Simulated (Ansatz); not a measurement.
# ClF3H2OW: the cost of one run

Program: Ansatz 0.2.0. Level of theory: RKS B3LYP-D4/def2-SVP. These are calculated values, not measurements.

## Step 1: The starting structure

Bond lengths: W1–Cl2 2.590 Å, W1–H3 1.920 Å, W1–F4 1.850 Å, W1–F5 1.850 Å, W1–O6 1.940 Å, O6–H7 1.010 Å, W1–F8 1.850 Å. Angles (14 of 16 angles, heavy atoms first): Cl2–W1–F4 90.0°, Cl2–W1–F5 115.6°, Cl2–W1–O6 90.0°, Cl2–W1–F8 154.4°, F4–W1–F5 90.0°, F4–W1–O6 180.0°, F4–W1–F8 90.0°, F5–W1–O6 90.0°, F5–W1–F8 90.0°, O6–W1–F8 90.0°, Cl2–W1–H3 46.0°, H3–W1–F4 90.0°, H3–W1–F5 161.6°, H3–W1–O6 90.0°.

Structure file:

```xyz
8

W     0.0000    0.0000    0.0000
Cl    1.1194    0.0000    2.3356
H     1.8219    0.0000    0.6057
F     0.0000    1.8500    0.0000
F    -1.8500    0.0000    0.0000
O     0.0000   -1.9400    0.0000
H     0.3816   -2.2771    0.8723
F     0.0000    0.0000   -1.8500
```

## Step 2: Pulling towards end A

Springs on the bonds that form and break draw the guess towards this end; the thresholds are loose.

File input.yaml:

```yaml
crystal:
  periodic: [false, false, false]
  atoms:
    - { symbol: W, position_ang: [0.0, 0.0, 0.0] }
    - { symbol: Cl, position_ang: [1.1194, 0.0, 2.3356] }
    - { symbol: H, position_ang: [1.8219, 0.0, 0.6057] }
    - { symbol: F, position_ang: [0.0, 1.85, 0.0] }
    - { symbol: F, position_ang: [-1.85, 0.0, 0.0] }
    - { symbol: O, position_ang: [0.0, -1.94, 0.0] }
    - { symbol: H, position_ang: [0.3816, -2.2771, 0.8723] }
    - { symbol: F, position_ang: [0.0, 0.0, -1.85] }
basis:
  gaussian: { orbitals: def2-SVP }
hamiltonian:
  xc: b3lyp
  dispersion: d4
relax:
  f_tol: 0.15
  max_steps: 25
  restrain:
    - { distance: [1, 2], at: 2.57, k: 30.0 }
    - { distance: [0, 1], at: 2.39, k: 30.0 }
    - { distance: [0, 2], at: 1.72, k: 30.0 }
```

Command:

```console
> ansatz run input.yaml --threads 4 --pin off --max-ram 5120MiB --backend cpu --events-out ev --progress --plain --runs-dir out
```

**Question.** How long does this run take on 4 threads of Arm Neoverse V1, shared host, and how much memory does it need?

About 36 s, with a peak of 0.3 GiB.
